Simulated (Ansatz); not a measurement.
# C2H7FO2Si2: a ladder of functionals and wavefunction methods

An exercise on one series of results from a longer session: the logs are not shown, and one member is left open.

Computed with Ansatz 0.2.0, Gaussian basis. Level: functionals in def2-TZVPP, the program's frozen cores in correlated methods.

The runs, in order: PBE-D4, r2SCAN-D4, PBE0-D4, B3LYP-D4, ωB97X-V, ωB97M-V, B2PLYP; CCSD(T)/def2-TZVPP; MP2/def2-QZVPP; extrapolation to the limit.

### The geometry

All runs share one geometry, relaxed beforehand with PBE0-D4 in a triple-zeta def2 set.

SMILES `C=C[Si@@H](O)[Si@@H](O)F`, 14 atoms, charge 0, spin multiplicity 1.

Atoms are counted from 1 here; the program's logs count them from 0.

Bond lengths: C1–C2 1.331 Å, C1–H8 1.087 Å, C1–H9 1.086 Å, C2–Si3 1.860 Å, C2–H10 1.091 Å, Si3–O4 1.657 Å, Si3–Si5 2.358 Å, Si3–H11 1.485 Å, O4–H12 0.958 Å, Si5–O6 1.642 Å, Si5–F7 1.605 Å, Si5–H13 1.493 Å, O6–H14 0.959 Å. Angles: C2–C1–H8 121.9°, C2–C1–H9 122.0°, H8–C1–H9 116.1°, C1–C2–Si3 124.8°, C1–C2–H10 118.0°, Si3–C2–H10 117.2°, C2–Si3–O4 111.2°, C2–Si3–Si5 111.0°, C2–Si3–H11 110.9°, O4–Si3–Si5 108.9°, O4–Si3–H11 104.1°, Si5–Si3–H11 110.5°, Si3–O4–H12 117.2°, Si3–Si5–O6 109.4°, Si3–Si5–F7 109.6°, Si3–Si5–H13 113.8°, O6–Si5–F7 109.5°, O6–Si5–H13 110.0° and more.

The first run:

The input, in.yaml:

```yaml
crystal:
  periodic: [false, false, false]
  atoms:
    - {symbol: C, position_ang: [-0.673443, 1.860852, 0.809840]}
    - {symbol: C, position_ang: [0.587034, 1.432060, 0.824383]}
    - {symbol: Si, position_ang: [1.208370, -0.066341, -0.085280]}
    - {symbol: O, position_ang: [2.193376, -0.987403, 0.877359]}
    - {symbol: Si, position_ang: [-0.584107, -1.397788, -0.843040]}
    - {symbol: O, position_ang: [-1.727872, -0.436041, -1.522876]}
    - {symbol: F, position_ang: [-0.049956, -2.448137, -1.932325]}
    - {symbol: H, position_ang: [-0.981188, 2.755934, 1.343677]}
    - {symbol: H, position_ang: [-1.449703, 1.347363, 0.249713]}
    - {symbol: H, position_ang: [1.316211, 2.005262, 1.398359]}
    - {symbol: H, position_ang: [2.079356, 0.327974, -1.222133]}
    - {symbol: H, position_ang: [1.824081, -1.308118, 1.701443]}
    - {symbol: H, position_ang: [-1.197261, -2.244871, 0.222070]}
    - {symbol: H, position_ang: [-2.544907, -0.840755, -1.821200]}
basis:
  gaussian: {orbitals: def2-TZVPP}
hamiltonian: {xc: pbe, dispersion: d4}
output: {forces: true, orbitals: {seedname: orbitals}}
```

The run is started by

```
$ ansatz run in.yaml --threads 2 --pin off --events-out ev --progress --plain --max-ram 22528MiB --backend cuda --devices 0, --max-vram 18GiB
```

Among the steps run: PBE-D4 (GGA); r2SCAN-D4 (meta-GGA); PBE0-D4 (hybrid); B3LYP-D4 (hybrid); ωB97X-V (range-separated); ωB97M-V (range-separated); B2PLYP (double hybrid); CCSD(T) in def2-TZVPP; MP2 in def2-QZVPP.

One of the session's tables, all rows but one given; the rest of the session is left out.

| method | atomisation energy (kJ/mol) |
| --- | --- |
| PBE-D4 | 5594.2 |
| r2SCAN-D4 | 5525.5 |
| PBE0-D4 | ? |
| B3LYP-D4 | 5501.3 |
| ωB97X-V | 5530.8 |
| ωB97M-V | 5527.4 |
| B2PLYP | 5454.3 |
| HF/def2-TZVPP | 4028.6 |
| MP2/def2-TZVPP | 5499.2 |
| CCSD/def2-TZVPP | 5294.7 |
| CCSD(T)/def2-TZVPP | 5377.9 |
| MP2/CBS | 5660.5 |
| CCSD(T)/CBS | 5539.2 |

**Question.** Estimate the row for PBE0-D4.

The run gave: atomisation energy (kJ/mol): 5485.7. In the column «atomisation energy (kJ/mol)» it lies between B2PLYP (5454.3) and MP2/def2-TZVPP (5499.2).

To keep in mind: Free atoms (2 C, 2 Si, 2 O, 1 F, 7 H) were run apart at each level; the atomisation energy is their sum less the molecule, without zero-point or spin-orbit terms.
